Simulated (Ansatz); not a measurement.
# CH₃BOS: vertical ionisation energy

The task here is to estimate one member of a computed series from the others.

Method: unrestricted cation, the program's frozen cores in correlated methods; program: Ansatz 0.2.0, Gaussian basis.

The runs, in order: UKS PBE-D4/def2-TZVPP; UKS r2SCAN-D4/def2-TZVPP; UKS PBE0-D4/def2-TZVPP; UKS B3LYP-D4/def2-TZVPP; UKS wB97X-V/def2-TZVPP; UKS wB97M-V/def2-TZVPP; UKS B2PLYP/def2-TZVPP; UHF-CCSD(T)/def2-TZVPP; UHF-MP2/def2-QZVPP; extrapolation to the limit; then −ε(HOMO) from the neutral's earlier runs with LDA (SPW92), PBE-D4, revPBE-D4, BLYP-D4, r2SCAN-D4, B97M-V, PBE0-D4, B3LYP-D4, r2SCANh-D4, r2SCAN0-D4, HSE06-D4, BHLYP-D4, CAM-B3LYP-D4, LC-ωPBE, ωB97X-V, ωB97M-V.

## The geometry

An earlier PBE0-D4 in a triple-zeta def2 set relaxation fixed the geometry.

SMILES `BSC=O`, 7 atoms, charge 0, spin multiplicity 1.

Atoms are counted from 1 here; the program's logs count them from 0.

Bond lengths: B1–S2 1.767 Å, B1–H5 1.189 Å, B1–H6 1.194 Å, S2–C3 1.805 Å, C3–O4 1.187 Å, C3–H7 1.106 Å. Angles: S2–B1–H5 117.6°, S2–B1–H6 119.6°, H5–B1–H6 122.8°, B1–S2–C3 100.5°, S2–C3–O4 123.0°, S2–C3–H7 112.2°, O4–C3–H7 124.8°.

The first run:

Contents of in.yaml:

```yaml
crystal:
  periodic: [false, false, false]
  atoms:
    - {symbol: B, position_ang: [0.354122, -0.500087, -1.226592]}
    - {symbol: S, position_ang: [0.455911, -0.995806, 0.466036]}
    - {symbol: C, position_ang: [-0.313466, 0.423884, 1.271826]}
    - {symbol: O, position_ang: [-0.452409, 0.503597, 2.447576]}
    - {symbol: H, position_ang: [0.790714, -1.243938, -2.045443]}
    - {symbol: H, position_ang: [-0.141128, 0.550047, -1.504246]}
    - {symbol: H, position_ang: [-0.632445, 1.194402, 0.545143]}
basis:
  gaussian: {orbitals: def2-TZVPP}
total_charge: 1
magnetization: {spin_polarized: true, initial_magnetization: 1}
hamiltonian: {xc: pbe, dispersion: d4}
```

Command:

```sh
$ ansatz run in.yaml --threads 2 --pin off --events-out ev --progress --plain --max-ram 4352MiB
```

Steps of the session up to this table: Cation, UKS PBE-D4/def2-TZVPP; Cation, UKS r2SCAN-D4/def2-TZVPP; Cation, UKS PBE0-D4/def2-TZVPP; Cation, UKS B3LYP-D4/def2-TZVPP; Cation, UKS wB97X-V/def2-TZVPP; Cation, UKS wB97M-V/def2-TZVPP; Cation, UKS B2PLYP (frozen core)/def2-TZVPP; Cation, UHF-CCSD(T)/def2-TZVPP; Cation, UHF-MP2/def2-QZVPP.

One of the session's tables, all rows but one given; the rest of the session is left out.

For comparison, −ε(HOMO) of the neutral from earlier runs:

```
  functional  −ε(HOMO) (eV)
 LDA (SPW92)           6.90
      PBE-D4           6.74
   revPBE-D4           6.68
     BLYP-D4              ?
   r2SCAN-D4           7.02
      B97M-V           7.15
     PBE0-D4           8.18
    B3LYP-D4           7.95
  r2SCANh-D4           7.56
  r2SCAN0-D4           8.38
    HSE06-D4           7.78
    BHLYP-D4           9.54
CAM-B3LYP-D4           9.55
     LC-ωPBE          10.82
     ωB97X-V          10.51
     ωB97M-V          10.42
```

**Question.** Estimate the row for BLYP-D4.

Worked estimate for «−ε(HOMO) (eV)». Against the share of exact exchange, B3LYP-D4 (0.2, 7.95), BHLYP-D4 (0.5, 9.54) give a slope of 5.30 per unit share; at 0 the line stands at 6.89.

The run gave: −ε(HOMO) (eV): 6.63. In «−ε(HOMO) (eV)» the line misses by +0.26.
